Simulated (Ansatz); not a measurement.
# Pt: the cost of one run

Method: DFT PBE, scalar-relativistic, plane waves, PAW, in Ansatz 0.2.0.

3 further runs of the same task are left out: 3 set aside as unsound or not needed.

## Step 1: The system as given

It takes space group P4/nmm (No. 129, tetragonal). Conventional cell: a = 2.807 Å, b = 2.807 Å, c = 24.925 Å, α = 90.00°, β = 90.00°, γ = 90.00°. Around Pt (site symmetry 4mm) lie 8 Pt at 2.77 to 2.81 Å. Pt (site symmetry 4mm) is surrounded by 12 Pt at 2.77 to 2.81 Å. Pt (site symmetry 4mm) has 12 Pt at 2.80 to 2.81 Å as nearest neighbours.

Structure file:

```
Pt
1.0
     2.80729    0.00000    0.00000
     0.00000    2.80729    0.00000
     0.00000    0.00000   24.92528
Pt
6
Direct
  0.50000 0.50000 0.30333
  0.00000 0.00000 0.38105
  0.50000 0.50000 0.46026
  0.00000 0.00000 0.53974
  0.50000 0.50000 0.61895
  0.00000 0.00000 0.69667
```

Planes are indexed in the bulk's conventional cell (Fm-3m (No. 225)), a = 3.970 Å, b = 3.970 Å, c = 3.970 Å, α = 90.00°, β = 90.00°, γ = 90.00°.

As cut, it was a (100) slab, 9.9 Å thick as cut, with 15 Å of vacuum; its outer planes are Pt (top) and Pt (bottom); it was relaxed in an earlier run.

## Step 2: Scalar-relativistic bands

A dipole layer in the vacuum cancels the field that periodic copies would set up if the slab's two faces differ.

The input, input.yaml:

```yaml
crystal:
  lattice:
    - [2.8072933492, 0.0, 0.0]
    - [0.0, 2.8072933492, 0.0]
    - [0.0, 0.0, 24.9252808201]
  atoms:
    - { symbol: Pt, position: [0.5, 0.5, 0.3033273653] }
    - { symbol: Pt, position: [0.0, 0.0, 0.3810522715] }
    - { symbol: Pt, position: [0.5, 0.5, 0.4602568217] }
    - { symbol: Pt, position: [0.0, 0.0, 0.539743177] }
    - { symbol: Pt, position: [0.5, 0.5, 0.6189477291] }
    - { symbol: Pt, position: [0.0, 0.0, 0.6966726354] }
basis:
  ecutwfc: 420
kpoints:
  mp_grid: { grid: [12, 12, 1] }
  band_path:
    path: [[0.5, 0, 0], [0, 0, 0], [0.5, 0.5, 0], [0.5, 0, 0]]
    npoints: 12
hamiltonian:
  xc: pbe
scf:
  occupations: { method: gaussian, width: 0.1 }
  n_extra_bands: 18
output:
  forces: true
  eigenvalues: true
  populations: true
  fatbands: true
efield:
  axis: 3
  dipole_correction: true
  ramp_width: 0.04
```

On the command line:

```bash
> ansatz run input.yaml --threads 2 --pin off --max-ram 5120MiB --backend cpu --events-out ev --progress --plain --runs-dir out
```

Q: Estimate wall time and peak memory on 2 threads of Arm Neoverse V2, shared host.

About 56 s, with a peak of 0.71 GiB.
